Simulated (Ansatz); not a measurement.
Geometry optimisation, DFT PBEsol, scalar-relativistic, plane waves, PAW (Ansatz).

input.yaml

```yaml
crystal:
  lattice:
    - [6.98, 0.0, 0.0]
    - [0.0, 6.98, 0.0]
    - [0.0, 0.0, 6.98]
  atoms:
    - { symbol: Li, position: [0.0, 0.0, 0.0] }
    - { symbol: Li, position: [0.5, 0.0, 0.0] }
    - { symbol: Li, position: [0.0, 0.5, 0.0] }
    - { symbol: Li, position: [0.0, 0.0, 0.5] }
    - { symbol: Li, position: [0.25, 0.25, 0.25] }
    - { symbol: Li, position: [0.5, 0.5, 0.0] }
    - { symbol: Li, position: [0.5, 0.0, 0.5] }
    - { symbol: Li, position: [0.75, 0.25, 0.25] }
    - { symbol: Li, position: [0.0, 0.5, 0.5] }
    - { symbol: Li, position: [0.25, 0.75, 0.25] }
    - { symbol: Li, position: [0.25, 0.25, 0.75] }
    - { symbol: Li, position: [0.5, 0.5, 0.5] }
    - { symbol: Li, position: [0.75, 0.75, 0.25] }
    - { symbol: Li, position: [0.75, 0.25, 0.75] }
    - { symbol: Li, position: [0.25, 0.75, 0.75] }
    - { symbol: Li, position: [0.75, 0.75, 0.75] }
    - { symbol: H, position: [0.87506082, 0.7613883, -0.00273898] }
basis:
  ecutwfc: 420.0
kpoints:
  mp_grid: { grid: [3, 3, 3] }
hamiltonian:
  xc: pbesol
scf:
  occupations: { method: fermi_dirac, width: 0.1 }
  lower_state_search: "off"
relax:
  f_tol: 0.03
  max_steps: 60
  adjacent_minimum: "off"
```

Command:

```bash
$ ansatz run input.yaml --threads 2 --pin off --max-ram 5120MiB --backend cpu --events-out ev --progress --plain --runs-dir out
```

Task: Where does it end, and by what steps?

Result: The run converged. Limits of this set-up: coarse k mesh, odd electron count without spin, a small cell, in which the defect meets its images. After 2 steps the energy has fallen by 0.057 eV; Li3 moved furthest, 0.10 Å.

```csv
step,energy less start (eV),largest force component (eV/Å),accepted
0,0.0000,0.226,yes
1,-0.0517,0.112,yes
2,-0.0569,0.019,yes
```

```xyz
17
Lattice="6.9800 0.0000 0.0000 0.0000 6.9800 0.0000 0.0000 0.0000 6.9800" Properties=species:S:1:pos:R:3
Li -0.060 -0.060 0.000
Li 3.470 0.018 -0.001
Li -0.065 3.567 0.000
Li 0.026 0.040 3.488
Li 1.731 1.747 1.727
Li 3.453 3.466 -0.001
Li 3.504 -0.010 3.489
Li 5.205 1.754 1.781
Li 0.032 3.456 3.488
Li 1.777 5.238 1.766
Li 1.731 1.747 5.250
Li 3.506 3.514 3.490
Li 5.298 5.236 1.673
Li 5.206 1.754 5.197
Li 1.772 5.238 5.215
Li 5.297 5.236 5.303
H 6.104 5.252 -0.004
```

Whether the end is a true minimum wasn't checked by a vibrational analysis.

Run time: 6.6 s on 2 threads of AMD EPYC 9R45 96-Core Processor (Zen 5) (shared host), peak memory 0.6 GiB.
